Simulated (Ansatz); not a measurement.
CH6GaN, SMILES [CH3][GaH][NH2], a rigid scan of one bond length

Program: Ansatz 0.2.0 through its Python package.

`scan.py`:
```python
"""Potential curve of CH6GaN along one bond."""

import ansatz
import numpy as np

BASIS = "def2-SVP"
FUNCTIONAL = "B3LYP"
DISPERSION = "d3bj"


def main() -> None:
    mol = (
        ansatz.Crystal.molecule()
        .atom("C", [-0.27166, 0.98362, -1.17492])
        .atom("Ga", [0.54835, -0.48542, -0.06125])
        .atom("N", [-0.08687, -0.87188, 1.59242])
        .atom("H", [-0.99174, 0.58061, -1.89128])
        .atom("H", [0.47752, 1.54429, -1.73837])
        .atom("H", [-0.8025, 1.67512, -0.51465])
        .atom("H", [1.74575, -1.40397, -0.45911])
        .atom("H", [0.24572, -1.61296, 2.19728])
        .atom("H", [-0.86457, -0.40942, 2.04987])
    )

    symbols = [site.symbol for site in mol.cartesian_sites]
    start = np.array([site.position_ang for site in mol.cartesian_sites])
    axis = (start[5] - start[0]) / np.linalg.norm(start[5] - start[0])
    moving = [5]
    lengths, energies = [0.962, 1.006, 1.05, 1.094, 1.137, 1.181, 1.225, 1.29], []
    for length in lengths:
        xyz = start.copy()
        xyz[moving] += (length - np.linalg.norm(start[5] - start[0])) * axis
        point = ansatz.Crystal.molecule()
        for symbol, place in zip(symbols, xyz):
            point = point.atom(symbol, place.tolist())
        calculation = (
            point.calculation()
            .basis(gaussian=BASIS)
            .functional(FUNCTIONAL, dispersion=DISPERSION)
            .accuracy("medium")
        )
        r = calculation.run().report
        energies.append(r["free_energy_ev"])
        print(f"r = {length:6.3f} A  E = {energies[-1]:.5f} eV  <S^2> = {abs(r['mean_field']['state']['spin_squared']):.3f}")

    # quartic fit about the minimum
    fit = np.polynomial.Polynomial.fit(lengths, np.array(energies) - min(energies), 4).convert()
    roots = [r.real for r in fit.deriv().roots() if abs(r.imag) < 1e-9 and fit.deriv(2)(r.real) > 0]
    r_e = min(roots, key=lambda r: abs(r - lengths[int(np.argmin(energies))]))
    print(f"minimum of the fit at {r_e:.4f} A, force constant {fit.deriv(2)(r_e):.2f} eV/A^2")


if __name__ == "__main__":
    main()
```

```console
$ python scan.py
r =  0.962 A  E = -54995.92393 eV  <S^2> = 0.000
r =  1.006 A  E = -54996.16763 eV  <S^2> = 0.000
r =  1.050 A  E = -54996.30130 eV  <S^2> = 0.000
r =  1.094 A  E = -54996.34893 eV  <S^2> = 0.000
r =  1.137 A  E = -54996.33075 eV  <S^2> = 0.000
r =  1.181 A  E = -54996.26095 eV  <S^2> = 0.000
r =  1.225 A  E = -54996.15154 eV  <S^2> = 0.000
r =  1.290 A  E = -54995.93795 eV  <S^2> = 0.000
minimum of the fit at 1.1015 A, force constant 33.06 eV/A^2
```

Notes:
- These settings explore the input space; basis and method may be short of convergence.
- The rest of the molecule is held rigid at a force-field or estimated start geometry, and the basis set is modest; single-reference methods fail as a bond breaks.
- b3lyp holds the VWN-RPA fit, as in Gaussian; the form of ORCA and Turbomole is b3lyp5.
- The orbitals are restricted, so S² is zero by construction.
- Wall time of the script: 18 s on 1 thread of Arm Neoverse V2, with other jobs on the host, peak memory 0.24 GiB.
